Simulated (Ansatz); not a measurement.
# Ti2SN: the cost of one run

Method: reference: DFT r2SCAN, plane waves, PAW, scalar-relativistic, collinear spin, in Ansatz 0.2.0.

## (1) The structure to begin with

It takes space group P6_3/mmc (No. 194, hexagonal). Conventional cell: a = 3.231 Å, b = 3.231 Å, c = 11.272 Å, α = 90.00°, β = 90.00°, γ = 120.00°. Ti (site symmetry 3m) is surrounded by 3 N at 2.17 Å and 3 S at 2.53 Å. Around N (site symmetry -3m) lie 6 Ti at 2.17 Å. S (site symmetry -6m2) is surrounded by 6 Ti at 2.53 Å.

Coordinates:

```cif
data_structure
_symmetry_space_group_name_H-M 'P6_3/mmc'
_symmetry_Int_Tables_number 194
_cell_length_a 3.2306
_cell_length_b 3.2306
_cell_length_c 11.2719
_cell_angle_alpha 90.000
_cell_angle_beta 90.000
_cell_angle_gamma 120.000
_cell_volume 101.88
loop_
_atom_site_label
_atom_site_type_symbol
_atom_site_symmetry_multiplicity
_atom_site_Wyckoff_symbol
_atom_site_fract_x
_atom_site_fract_y
_atom_site_fract_z
_atom_site_occupancy
Ti1 Ti 4 f 0.33333 0.66667 0.59900 1
N1 N 2 a 0.00000 0.00000 0.50000 1
S1 S 2 c 0.66667 0.33333 0.75000 1
```

## (2) The reference run

input.yaml

```yaml
crystal:
  lattice:
    - [1.615297, 2.797775, 0.0]
    - [-1.615297, 2.797775, 0.0]
    - [0.0, 0.0, 11.271854]
  atoms:
    - { symbol: Ti, position: [0.33333, 0.33334, 0.099] }
    - { symbol: Ti, position: [0.66666, 0.66667, 0.599] }
    - { symbol: Ti, position: [0.33333, 0.33334, 0.401] }
    - { symbol: Ti, position: [0.66667, 0.66667, 0.901] }
    - { symbol: "N", position: [0.0, 0.0, 0.0] }
    - { symbol: "N", position: [0.0, 0.0, 0.5] }
    - { symbol: S, position: [0.66667, 0.66666, 0.25] }
    - { symbol: S, position: [0.33334, 0.33333, 0.75] }
kpoints:
  mp_grid: { grid: [6, 6, 2], shift: [0, 0, 0] }
magnetization:
  spin_polarized: true
scf:
  occupations: { method: fermi_dirac }
hamiltonian:
  pseudopotentials: { kind: paw }
  xc: r2scan
basis:
  ecutwfc: 500
output:
  forces: true
  stress: true
  eigenvalues: true
```

On the command line:

```sh
> ansatz run input.yaml --threads 1 --pin off --max-ram 2560MiB --backend cpu --events-out ev --progress --plain --runs-dir out
```

What time and memory should one allow on 1 thread of Arm Neoverse V2, shared host?

About 21 s, with a peak of 0.67 GiB.
